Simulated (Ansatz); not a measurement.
# CH4Ga (SMILES [CH3][GaH]): UB2PLYP/aug-cc-pVDZ

Aim: the electronic atomisation energy of CH4Ga at UB2PLYP/aug-cc-pVDZ, from 4 runs. 

The calculation is run with Ansatz 0.2.0.

35 further runs of the same task are left out: 35 set aside as unsound or not needed. Runs told in other sessions of the task aren't counted.

### Step 1. The structure to begin with

CH4Ga: 6 atoms, total charge 0, spin state doublet. SMILES: `[CH3][GaH]`. Geometry: relaxed at PBE0-D4/def2-TZVP.

Bond lengths: C1–Ga2 1.990 Å, C1–H3 1.089 Å, C1–H4 1.095 Å, C1–H5 1.094 Å, Ga2–H6 1.603 Å. Angles: C1–Ga2–H6 119.3°, Ga2–C1–H3 113.1°, Ga2–C1–H4 108.5°, Ga2–C1–H5 108.8°, H3–C1–H4 109.1°, H3–C1–H5 109.3°, H4–C1–H5 107.8°.

### Step 2. The energy at UB2PLYP/aug-cc-pVDZ

molecule.yaml reads:

```yaml
basis:
  gaussian: {orbitals: aug-cc-pVDZ}
crystal:
  periodic: [false, false, false]
  atoms:
    - symbol: C
      position_ang: [-0.029300, -0.418300, -0.518000]
    - symbol: Ga
      position_ang: [0.685700, 0.372600, 1.162100]
    - symbol: H
      position_ang: [0.574700, -1.243100, -0.892900]
    - symbol: H
      position_ang: [-1.046400, -0.775600, -0.328700]
    - symbol: H
      position_ang: [-0.085700, 0.364700, -1.280300]
    - symbol: H
      position_ang: [-0.056900, 1.635600, 1.811600]
magnetization: {spin_polarized: true, initial_magnetization: 1}
hamiltonian: {xc: {name: B2PLYP}}
correlation: {frozen_orbitals: {C: 1, Ga: 9, H: 0}}
accuracy: high
output: {orbitals: {seedname: orbitals}}
```

Run with:

```sh
ansatz run molecule.yaml --threads 1 --pin off --max-ram 2610MiB --events-out events.jsonl --progress --plain --runs-dir runs
```

Log:

```text
Warning: RAYON_NUM_THREADS=1 ignored (pool sized by the plan → 1); use --threads N
Functional definition: B2PLYP
  name "B2PLYP"
  parameter a = 0.53
  parameter c = 0.27
  exchange = (1 - a)*b88_x + a*exact_x
  correlation = (1 - c)*lyp_c + c*(mp2_os + mp2_ss)
1881 factors; integrals over basis functions are off by at most 4.4e-9 eV
mean field evaluation 1: about -53458.0362 eV, gradient 3.2e1 eV
mean field evaluation 2: about -53458.0382 eV, gradient 3.2e1 eV
mean field evaluation 4: about -53463.3466 eV, gradient 1.7e0 eV
mean field evaluation 8: about -53463.3853 eV, gradient 6.1e-2 eV
mean field evaluation 16: about -53463.3854 eV, gradient 7.2e-5 eV
mean field -53463.38543082 eV, -1964.7431757985 hartree, gradient 7.3e-8 eV, S^2 0.753898; 0 other end points of the search recorded, 0 dependent functions left out
10 core orbitals not correlated: weight in the atoms' cores, before any rotation towards them, 1.000 or more for the frozen orbitals, at most 0.000 for the correlated occupied ones
reference -53463.38546013 eV, -1964.7431768756 hartree; 11, 10 occupied and 74, 75 virtual orbitals, 1881 factors
second order -7.91091771 eV of doubles, -0.00000000 eV of singles
Total energy: -53465.52140791 eV, -1964.8216715088 hartree
```

It took 17 s on 1 thread of Arm Neoverse V2, shared host; peak memory 0.42 GiB.

### Step 3. The C atom, same level

in.yaml reads:

```yaml
crystal:
  periodic: [false, false, false]
  atoms:
    - {symbol: C, position_ang: [0.000000, 0.000000, 0.000000]}
basis:
  gaussian: {orbitals: aug-cc-pVDZ}
hamiltonian: {xc: {name: B2PLYP}}
accuracy: high
magnetization: {spin_polarized: true, initial_magnetization: 2}
correlation: {frozen_orbitals: {C: 1}}
```

Run with:

```sh
ansatz run in.yaml --threads 1 --pin off --max-ram 2610MiB --events-out events.jsonl --progress --plain --runs-dir runs
```

Log:

```text
Warning: RAYON_NUM_THREADS=1 ignored (pool sized by the plan → 1); use --threads N
Functional definition: B2PLYP
  name "B2PLYP"
  parameter a = 0.53
  parameter c = 0.27
  exchange = (1 - a)*b88_x + a*exact_x
  correlation = (1 - c)*lyp_c + c*(mp2_os + mp2_ss)
195 factors; integrals over basis functions are off by at most 2.5e-9 eV
mean field evaluation 1: about -1028.4789 eV, gradient 3.9e0 eV
mean field evaluation 2: about -1028.4799 eV, gradient 3.8e0 eV
mean field evaluation 4: about -1028.5947 eV, gradient 1.3e-1 eV
mean field evaluation 8: about -1028.5946 eV, gradient 2.6e-3 eV
mean field -1028.59464303 eV, -37.8001559247 hartree, gradient 2.5e-8 eV, S^2 2.005481; 0 other end points of the search recorded, 0 dependent functions left out
1 core orbitals not correlated: weight in the atoms' cores, before any rotation towards them, 1.000 or more for the frozen orbitals, at most 0.000 for the correlated occupied ones
reference -1028.59465937 eV, -37.8001565255 hartree; 3, 1 occupied and 19, 21 virtual orbitals, 195 factors
second order -1.84127832 eV of doubles, -0.00000000 eV of singles
Total energy: -1029.09180452 eV, -37.8184262726 hartree
```

Run time: 0.36 s. Hardware: 1 thread of Arm Neoverse V2, shared host.

### Step 4. The Ga atom

input.yaml reads:

```yaml
crystal:
  periodic: [false, false, false]
  atoms:
    - {symbol: Ga, position_ang: [0.000000, 0.000000, 0.000000]}
basis:
  gaussian:
    orbitals: aug-cc-pVDZ
magnetization:
  spin_polarized: true
  initial_magnetization: 1
hamiltonian:
  xc: {name: B2PLYP}
correlation:
  frozen_orbitals: {Ga: 9}
accuracy: high
```

Run the same way, it converges to -1924.37069 Eh (log not shown).

### Step 5. The H atom

job.yaml reads:

```yaml
crystal:
  periodic: [false, false, false]
  atoms:
    - {symbol: H, position_ang: [0.000000, 0.000000, 0.000000]}
basis:
  gaussian:
    orbitals: aug-cc-pVDZ
magnetization:
  spin_polarized: true
  initial_magnetization: 1
hamiltonian:
  xc: {name: B2PLYP}
correlation:
  frozen_orbitals: {H: 0}
accuracy: high
```

Run the same way, it converges to -0.49815 Eh (log not shown).

### Step 6. Summary of results

At UB2PLYP/aug-cc-pVDZ, 10 core orbitals frozen:

```
                                                          quantity           value
                                            molecule: total energy  -1964.82167 Eh
molecule: HOMO energy (SCF part's orbitals) (highest over α and β)        -6.09 eV
 molecule: LUMO energy (SCF part's orbitals) (lowest over α and β)        -1.09 eV
                                                    molecule: ⟨S²⟩           0.754
                                              C atom: total energy    -37.81843 Eh
                                                      C atom: ⟨S²⟩           2.005
                                             Ga atom: total energy  -1924.37069 Eh
                                                     Ga atom: ⟨S²⟩           0.755
                                              H atom: total energy     -0.49815 Eh
                                                      H atom: ⟨S²⟩           0.750
                                     electronic atomisation energy       17.414 eV
```

**Reading.** Taking the molecule apart into free atoms costs 17.41 eV (1680 kJ/mol), before zero-point energy and without spin-orbit coupling.
